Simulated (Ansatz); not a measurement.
# CH₄InS radical: basis-set convergence

Aim: see how fast density functionals converge with the basis set for CH₄InS radical.

Computed with Ansatz 0.2.0, Gaussian basis. Level: one geometry, several basis sets.

Levels to be run: PBE0-D4/def2-SVP; ωB97M-V/def2-SVP; PBE0-D4/def2-QZVPP; ωB97M-V/def2-QZVPP; the functionals' def2-TZVPP values are taken from earlier runs.

## 1. Structure used throughout

The geometry comes from an earlier relaxation with PBE0-D4 in a triple-zeta def2 set; it is a stationary point, not always the lowest conformer. In takes the def2 core potential; no spin-orbit term is included.

SMILES `[CH3][In][SH]`, 7 atoms, charge 0, spin multiplicity 2.

Atoms are counted from 1 here; the program's logs count them from 0.

Bond lengths: C1–In2 2.200 Å, C1–H4 1.091 Å, C1–H5 1.091 Å, C1–H6 1.088 Å, In2–S3 2.440 Å, S3–H7 1.345 Å. Angles: In2–C1–H4 107.4°, In2–C1–H5 107.4°, In2–C1–H6 111.0°, H4–C1–H5 110.0°, H4–C1–H6 110.5°, H5–C1–H6 110.5°, C1–In2–S3 115.6°, In2–S3–H7 92.5°.

## 2. PBE0-D4 in def2-SVP

in.yaml

```yaml
crystal:
  periodic: [false, false, false]
  atoms:
    - {symbol: C, position_ang: [-0.838399, 0.714357, -0.384994]}
    - {symbol: In, position_ang: [0.075628, -0.066333, 1.457293]}
    - {symbol: S, position_ang: [1.913164, -1.639396, 1.139586]}
    - {symbol: H, position_ang: [-1.220120, -0.139516, -0.947436]}
    - {symbol: H, position_ang: [-0.052076, 1.214511, -0.953058]}
    - {symbol: H, position_ang: [-1.643311, 1.409796, -0.156348]}
    - {symbol: H, position_ang: [1.826415, -1.561419, -0.200743]}
basis:
  gaussian: {orbitals: def2-SVP}
magnetization: {spin_polarized: true, initial_magnetization: 1}
hamiltonian: {xc: pbe0, dispersion: d4}
output: {orbitals: {seedname: orbitals}}
```

After this run come: ωB97M-V in def2-SVP; PBE0-D4 in def2-QZVPP; ωB97M-V in def2-QZVPP.

Q: Predict the results of all the runs planned. Wanted: PBE0-D4: double and triple zeta above quadruple; ωB97M-V: double and triple zeta above quadruple.

The runs gave:

| quantity | value |
| --- | --- |
| PBE0-D4: double and triple zeta above quadruple | 5.68, 0.44 eV |
| ωB97M-V: double and triple zeta above quadruple | 5.75, 0.43 eV |

For PBE0-D4 the step from double to triple zeta gains 5.24 eV and the next only 0.44 eV. These are total energies; as a rule much of such shifts cancels in differences, which this series doesn't test.
